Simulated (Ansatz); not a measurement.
# Be2NbP3: the cost of one run

Computed with Ansatz 0.2.0 (DFT PBE, scalar-relativistic, plane waves, PAW, unless a step's input says otherwise).

## Step 1: The structure to begin with

It takes space group P6/mmm (No. 191, hexagonal). The conventional cell has a = 5.473 Å, b = 5.473 Å, c = 3.304 Å, α = 90.00°, β = 90.00°, γ = 120.00°. Be (site symmetry -6m2) is surrounded by 6 P at 2.29 Å. Nb (site symmetry 6/mmm) is surrounded by 6 Be at 3.16 Å and 12 P at 3.20 Å and 2 Nb at 3.30 Å. P (site symmetry mmm) is surrounded by 4 Be at 2.29 Å and 4 Nb at 3.20 Å.

As a file:

```
CELL_PARAMETERS angstrom
5.47330 0.00000 0.00000
-2.73665 4.74001 0.00000
0.00000 0.00000 3.30377
ATOMIC_POSITIONS crystal
Be 0.33333 0.66667 0.00000
Be 0.66667 0.33333 0.00000
Nb 0.00000 0.00000 0.00000
P 0.50000 0.00000 0.50000
P 0.50000 0.50000 0.50000
P 0.00000 0.50000 0.50000
```

The cell is invented: species swapped into a database cell of YCo3B2 (P6/mmm, No. 191), with Nb on the Y sites, P on the Co sites and Be on the B sites. Its size is a rough estimate.

## Step 2: Probe: one point on a coarse mesh

input.yaml reads:

```yaml
crystal:
  lattice:
    - [5.47329641, 0.0, 0.0]
    - [-2.7366482, 4.74001373, 0.0]
    - [0.0, 0.0, 3.30376891]
  atoms:
    - { symbol: Be, position: [0.33333333, 0.66666667, 0.0] }
    - { symbol: Be, position: [0.66666667, 0.33333333, 0.0] }
    - { symbol: Nb, position: [0.0, 0.0, 0.0] }
    - { symbol: P, position: [0.5, 0.0, 0.5] }
    - { symbol: P, position: [0.5, 0.5, 0.5] }
    - { symbol: P, position: [0.0, 0.5, 0.5] }
basis:
  ecutwfc: 420
kpoints:
  mp_grid: { grid: [6, 6, 6] }
hamiltonian:
  xc: pbe
scf:
  occupations: { method: gaussian, width: 0.1 }
  lower_state_search: "off"
output:
  forces: true
  stress: true
  eigenvalues: true
```

Launch:

```sh
$ ansatz run input.yaml --threads 1 --pin off --max-ram 2048MiB --backend cpu --events-out ev --progress --plain --runs-dir out
```

What time and memory should one allow on 1 thread of Arm Neoverse N1, shared host?

About 5.2 s, with a peak of 0.35 GiB.
